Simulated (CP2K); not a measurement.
Crystal: NiMoIrPdW.

```
CELL_PARAMETERS angstrom
2.74701 0.00000 0.00000
1.25532 2.44341 0.00000
-1.84681 -1.12747 10.93218
ATOMIC_POSITIONS crystal
Ni 0.49838 0.49838 0.29525
Mo 0.31773 0.31773 0.91207
Pd 0.24733 0.24733 0.49061
Ir 0.74982 0.74982 0.10802
W 0.68673 0.68673 0.69406
```

The cell was built by a generator and needn't be a form met in nature.

Program: CP2K 2026.2. Alike in all runs: task band structure; potentials or basis GTH_POTENTIALS Ni GTH-PBE-q18, Pd GTH-PBE-q18, Ir GTH-PBE-q17, W GTH-PBE-q14; POTENTIAL_UZH Mo GTH-PBE-q14; TZVP-MOLOPT-SR-GTH, TZVP-MOLOPT-PBE-GTH basis; spin collinear, ferromagnetic start; cell as given; k mesh 11 × 11 × 3; smearing fermi-dirac 0.05 eV.

Order these runs on this cell by their pressure, lowest first.
A. level PBEsol; NGRIDS 4; points a segment of the path (NPOINTS) 10; bands added on the path 2; CUTOFF of the grids 1000 Ry
B. level RPBE; NGRIDS 4; points a segment of the path (NPOINTS) 10; bands added on the path 2; CUTOFF of the grids 1000 Ry
C. level LDA; NGRIDS 4; points a segment of the path (NPOINTS) 10; bands added on the path 2; CUTOFF of the grids 1000 Ry
D. level PBE; NGRIDS 5; points a segment of the path (NPOINTS) 8; bands added on the path 6; CUTOFF of the grids 600 Ry

C (-13.3 GPa), A (-8.6 GPa), D (-0.2 GPa), B (3.6 GPa).

Caveats: the basis of atomic orbitals isn't converged, which shifts pressures, moduli and gaps; the potentials were made for another functional, which shifts forces and pressure (some runs).

Not every run made on this cell is shown here.
